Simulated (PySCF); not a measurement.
# SiF3 (SMILES F[Si](F)F): levels of theory compared

Wanted: a comparison of 6 runs (U-wB97X-V/STO-3G, UPBE/STO-3G, UPBE0/STO-3G, UMP2/STO-3G, UCCSDT/STO-3G, UCISD/STO-3G) of SiF3. 

The results are computed with PySCF 2.14.0.

7 further runs of the same task are left out: 1 that didn't finish, 6 set aside as unsound or not needed.

### 1 The system as given

The species is SiF3 (4 atoms), meant as a doublet with charge 0. SMILES: `F[Si](F)F`. One bond was lengthened or shortened from a relaxed shape.

Bond lengths: F1–Si2 1.581 Å, Si2–F3 1.897 Å, Si2–F4 1.581 Å. Angles: F1–Si2–F3 107.9°, F1–Si2–F4 107.9°, F3–Si2–F4 107.9°.

### 2 The energy at U-wB97X-V/STO-3G (run 1)

File calc.py:

```python
from pyscf import gto, dft

mol = gto.M(
    atom='''
F      1.752029    -0.540473     2.508426
Si    -0.265442     0.820319     0.774754
F     -1.878879    -1.686108    -1.217626
F      1.198925     2.659344    -1.069468
''',
    verbose=3,
    unit='bohr',
    spin=1,
    max_memory=1860,
    basis='sto-3g',
)

myscf = dft.UKS(mol)
myscf.xc = 'wb97x-v'
myscf.grids.level = 5
myscf.nlcgrids.level = 1
myscf.conv_tol = 1e-10
myscf.kernel()
if not myscf.converged:
    myscf = myscf.newton().run(myscf.mo_coeff, myscf.mo_occ)

e_final = myscf.e_tot
print('E(%s) = %.9f' % ('WB97X-V', e_final))
```

Started as:

```sh
$ OMP_NUM_THREADS=1 python calc.py
```

What it wrote:

```text
WARN: HOMO -0.222271195288982 >= LUMO -0.222271195288983

converged SCF energy = -581.166023961784  <S^2> = 0.7609572  2S+1 = 2.0109273
E(WB97X-V) = -581.166023962
```

Run time: 46 s. Hardware: 1 thread of Intel Xeon Platinum 8259CL at 2.50GHz (Skylake/Cascade Lake), shared host; peak memory 0.23 GiB.

### 3 A single-point energy at UPBE/STO-3G (run 2)

File job.py:

```python
from pyscf import gto, dft

mol = gto.M(
    atom='''
F        0.927134      -0.286006       1.327402
Si      -0.140466       0.434094       0.409982
F       -0.994260      -0.892250      -0.644340
F        0.634444       1.407264      -0.565938
''',
    spin=1,
    max_memory=1860,
    verbose=3,
    basis='sto-3g',
)

myscf = dft.UKS(mol)
myscf.xc = 'pbe'
myscf.grids.level = 5
myscf.conv_tol = 1e-10
myscf.kernel()
if not myscf.converged:
    myscf = myscf.newton().run(myscf.mo_coeff, myscf.mo_occ)

e_final = myscf.e_tot
print('E(%s) = %.9f' % ('PBE', e_final))
```

Started as:

```sh
$ OMP_NUM_THREADS=1 python job.py
```

What it wrote:

```text
converged SCF energy = -580.846247432769  <S^2> = 0.75181282  2S+1 = 2.001812
E(PBE) = -580.846247433
```

It took 8.4 s on 1 thread of Intel Xeon Platinum 8259CL at 2.50GHz (Skylake/Cascade Lake), shared host; peak memory 0.23 GiB.

Runs 3 to 4 aren't shown in full; the table further down has their settings and results.

### 4 A single-point energy at UCCSDT/STO-3G (run 5)

File run.py:

```python
from pyscf import gto, scf, cc

mol = gto.Mole()
mol.atom = [
    ('F', (0.927134, -0.286006, 1.327402)),
    ('Si', (-0.140466, 0.434094, 0.409982)),
    ('F', (-0.994260, -0.892250, -0.644340)),
    ('F', (0.634444, 1.407264, -0.565938)),
]
mol.spin = 1
mol.max_memory = 1860
mol.verbose = 4
mol.basis = 'sto-3g'
mol.build()

calc0 = scf.UHF(mol)
calc0.conv_tol = 1e-10
calc0.kernel()
if not calc0.converged:
    calc0 = calc0.newton().run(calc0.mo_coeff, calc0.mo_occ)

mycc = cc.CCSDT(calc0, frozen=8)
mycc.kernel()
e_final = mycc.e_tot
print('E = %.10f Eh' % e_final)
```

Started as:

```sh
$ OMP_NUM_THREADS=1 python run.py
```

What it wrote:

```text
PySCF version 2.14.0

[... 104 lines left out ...]
converged SCF energy = -579.690813137124  <S^2> = 0.82858347  2S+1 = 2.0770975
[... 17 lines left out ...]
WARN: A large `blksize_v_aaa` is being used, which may cause large memory consumption
[... 3 lines left out ...]
WARN: A large `blksize_v_aab` is being used, which may cause large memory consumption
[... 7 lines left out ...]
Init t2, MP2 energy = -0.072945537225208
[... 29 lines left out ...]
UCCSDT converged
[... 3 lines left out ...]
E = -579.7979412904 Eh
```

Wall time 8.4 s (1 thread of Intel Xeon Platinum 8259CL at 2.50GHz (Skylake/Cascade Lake), shared host); peak memory 0.11 GiB.

### 5 A single-point energy at UCISD/STO-3G (run 6)

File mol.xyz:

```xyz
4
F3Si
F      0.927134    -0.286006     1.327402
Si    -0.140466     0.434094     0.409982
F     -0.994260    -0.892250    -0.644340
F      0.634444     1.407264    -0.565938
```

File input.py:

```python
from pyscf import gto, ci

system = gto.Mole()
system.atom = 'mol.xyz'
system.max_memory = 1860
system.spin = 1
system.verbose = 3
system.basis = 'sto-3g'
system.build()

mf = system.UHF()
mf.conv_tol = 1e-10
mf.kernel()
if not mf.converged:
    mf = mf.newton().run(mf.mo_coeff, mf.mo_occ)

cisd = ci.CISD(mf, frozen=8)
cisd.kernel()
e_tot = cisd.e_tot
print('E(%s) = %.9f' % ('CISD', e_tot))
```

Started as:

```sh
$ OMP_NUM_THREADS=1 python input.py
```

What it wrote:

```text
converged SCF energy = -579.690813137124  <S^2> = 0.82858347  2S+1 = 2.0770975
E(UCISD) = -579.7861694589558  E_corr = -0.0953563218313481
E(CISD) = -579.786169459
```

Wall time 1 s (1 thread of Intel Xeon Platinum 8259CL at 2.50GHz (Skylake/Cascade Lake), shared host); peak memory 0.12 GiB.

### 6 All runs side by side

```tsv
run	level	nlc grid	integration grid	energy (Eh)	dipole moment (D) of the reference	HOMO energy (eV)	LUMO energy (eV)	wall time
1	U-wB97X-V/STO-3G	1	5	-581.166024	1.04	-5.11	3.11	46 s
2	UPBE/STO-3G	–	5	-580.846247	0.79	-1.04	0.06	8.4 s
3	UPBE0/STO-3G	–	5	-580.930400	1.00	-2.90	0.81	8.4 s
4	UMP2/STO-3G	–	–	-579.763759	1.44	-7.23	5.11	0.93 s
5	UCCSDT/STO-3G	–	–	-579.797941	1.44	-7.23	5.11	8.4 s
6	UCISD/STO-3G	–	–	-579.786169	1.44	-7.23	5.11	1 s
```

### 7 What came out

| quantity | value |
| --- | --- |
| run 6: total energy | -579.78617 Eh |
| run 6: dipole moment (Hartree–Fock density) | 1.44 D |
| run 6: HOMO energy (Hartree–Fock orbitals) (highest over α and β) | -7.23 eV |
| run 6: LUMO energy (Hartree–Fock orbitals) (lowest over α and β) | 5.11 eV |
| run 6: correlation energy (8 core orbitals frozen) | -95.4 mEh |
| run 6: ⟨S²⟩ of the reference determinant | 0.829 |

Over runs 1, 2, 3 the dipole moment (its size) runs from 0.79 D (UPBE/STO-3G) to 1.04 D (U-wB97X-V/STO-3G). Totals of different functionals can't be ranked against each other. In runs 1, 2, 3, 4, 5, 6 the basis is minimal, so the values are rough. All runs together took 73 s, the longest 46 s.
